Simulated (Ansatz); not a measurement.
# SrCo2P2: the cost of one run

Program: Ansatz 0.2.0. Level of theory: DFT LDA, scalar-relativistic, plane waves, PAW. These are calculated values, not measurements.

### Step 1. The system as given

The structure is tetragonal, space group I4/mmm (No. 139). Conventional cell: a = 3.794 Å, b = 3.794 Å, c = 11.612 Å, α = 90.00°, β = 90.00°, γ = 90.00°. Sr (site symmetry 4/mmm) is surrounded by 8 P at 3.19 Å and 8 Co at 3.47 Å. Around Co (site symmetry -4m2) lie 4 P at 2.24 Å. Around P (site symmetry 4mm) lie 4 Co at 2.24 Å and 4 Sr at 3.19 Å.

Structure file:

```cif
data_structure
_symmetry_space_group_name_H-M 'I4/mmm'
_symmetry_Int_Tables_number 139
_cell_length_a 3.7943
_cell_length_b 3.7943
_cell_length_c 11.6119
_cell_angle_alpha 90.000
_cell_angle_beta 90.000
_cell_angle_gamma 90.000
_cell_volume 167.17
loop_
_atom_site_label
_atom_site_type_symbol
_atom_site_symmetry_multiplicity
_atom_site_Wyckoff_symbol
_atom_site_fract_x
_atom_site_fract_y
_atom_site_fract_z
_atom_site_occupancy
Sr1 Sr 2 a 0.00000 0.00000 0.00000 1
Co1 Co 4 d 0.00000 0.50000 0.25000 1
P1 P 4 e 0.00000 0.00000 0.35210 1
```

The structure rests on an entry of the Crystallography Open Database; cell or positions may have been set otherwise for this series.

### Step 2. Relaxing cell and atoms: SrCo2P2, moments ++

Contents of input.yaml:

```yaml
crystal:
  lattice:
    - [-1.89715, 1.89715, 5.80595]
    - [1.89715, -1.89715, 5.80595]
    - [1.89715, 1.89715, -5.80595]
  atoms:
    - { symbol: Sr, position: [0.0, 0.0, 0.0] }
    - { symbol: Co, position: [0.75, 0.25, 0.5], spin: 0.8 }
    - { symbol: Co, position: [0.25, 0.75, 0.5], spin: 0.8 }
    - { symbol: P, position: [0.3521, 0.3521, 0.0] }
    - { symbol: P, position: [0.6479, 0.6479, 0.0] }
magnetization:
  spin_polarized: true
scf:
  occupations: { method: gaussian, width: 0.05 }
output:
  forces: true
  stress: true
  populations: true
  write_density: true
  write_potential: true
  elf: true
  volumetric_format: npy
hamiltonian:
  xc: lda
relax:
  f_tol: 0.01
  cell: { stress_tol: 0.05, p_target: 0 }
kpoints:
  mp_grid: { grid: [12, 12, 12] }
```

Launch:

```sh
ansatz run input.yaml --threads 8 --pin off --max-ram 16384MiB --backend cpu --events-out ev --progress --plain --runs-dir out
```

**Question.** How long does this run take on 8 threads of Arm Neoverse V1, shared host, and how much memory does it need?

About 2.5 min, with a peak of 0.98 GiB.
